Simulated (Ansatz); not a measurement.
# Si: equation of state

The task here is to estimate one member of a computed series from the others.

Program: Ansatz 0.2.0. Level of theory: DFT LDA, scalar-relativistic. These are calculated values, not measurements.

## Starting point

It takes space group Fd-3m (No. 227, cubic). The conventional cell has a = 5.431 Å, b = 5.431 Å, c = 5.431 Å, α = 90.00°, β = 90.00°, γ = 90.00°. Si (site symmetry -43m) is surrounded by 4 Si at 2.35 Å.

Structure file:

```cif
data_structure
_symmetry_space_group_name_H-M 'Fd-3m:1'
_symmetry_Int_Tables_number 227
_cell_length_a 5.4309
_cell_length_b 5.4309
_cell_length_c 5.4309
_cell_angle_alpha 90.000
_cell_angle_beta 90.000
_cell_angle_gamma 90.000
_cell_volume 160.19
loop_
_atom_site_label
_atom_site_type_symbol
_atom_site_symmetry_multiplicity
_atom_site_Wyckoff_symbol
_atom_site_fract_x
_atom_site_fract_y
_atom_site_fract_z
_atom_site_occupancy
Si1 Si 8 a 0.50000 0.00000 0.50000 1
```

The file gives the conventional cell by its symmetry; the runs use the cell typed in the input.

The cell is a measured one (Crystallography Open Database entry 9011998); the temperature and pressure of the measurement aren't taken into account, and nothing was relaxed.

Atoms are numbered in the order of the input: Si1, Si2.

Set-up of the first run:

Input file input.yaml:

```yaml
crystal:
  lattice:
    - [0.0, 2.6605082448, 2.6605082448]
    - [2.6605082448, 0.0, 2.6605082448]
    - [2.6605082448, 2.6605082448, 0.0]
  atoms:
    - { symbol: Si, position: [0.5, 0.5, 0.5] }
    - { symbol: Si, position: [0.75, 0.75, 0.75] }
kpoints:
  mp_grid: { grid: [11, 11, 11] }
scf:
  occupations: { method: fermi_dirac, width: 0.08 }
hamiltonian:
  xc: lda
  pseudopotentials: { kind: all_electron, lapw: { basis_error: 0.00025 } }
output:
  forces: true
  stress: true
  eigenvalues: true
```

Started as:

```sh
> ansatz run input.yaml --threads 1 --pin off --max-ram 3072MiB --backend cpu --events-out ev --progress --plain --runs-dir out
```

Steps of the session up to this table: Volume × 0.9405, LAPW; Volume × 0.9405, PAW; Volume × 0.9405, crystal datasets; Volume × 0.97, LAPW; Volume × 0.97, PAW; Volume × 1.03, LAPW; Volume × 1.03, PAW; Volume × 1.06, LAPW; Volume × 1.06, PAW; Volume × 1.06, crystal datasets.

One of the session's tables, all rows but one given; the rest of the session is left out.

```
          method  volume (Å³/atom)  gap on the k mesh (eV)
            LAPW            18.832                    0.38
            LAPW            19.423                    0.44
            LAPW            20.023                    0.50
            LAPW            20.624                    0.55
            LAPW            21.225                    0.59
             PAW            18.832                    0.38
             PAW            19.423                    0.44
             PAW            20.023                    0.49
             PAW            20.624                       ?
             PAW            21.225                    0.59
crystal datasets            18.832                    0.38
crystal datasets            20.023                    0.50
crystal datasets            21.225                    0.59
```

Q: Estimate the row for PAW, 20.624 from the others.

As computed: gap on the k mesh (eV): 0.54. In the column «gap on the k mesh (eV)» it lies between crystal datasets, 20.023 (0.50) and LAPW, 20.624 (0.55).

Caveats from the session: Warnings in the runs' records: crystal datasets made.
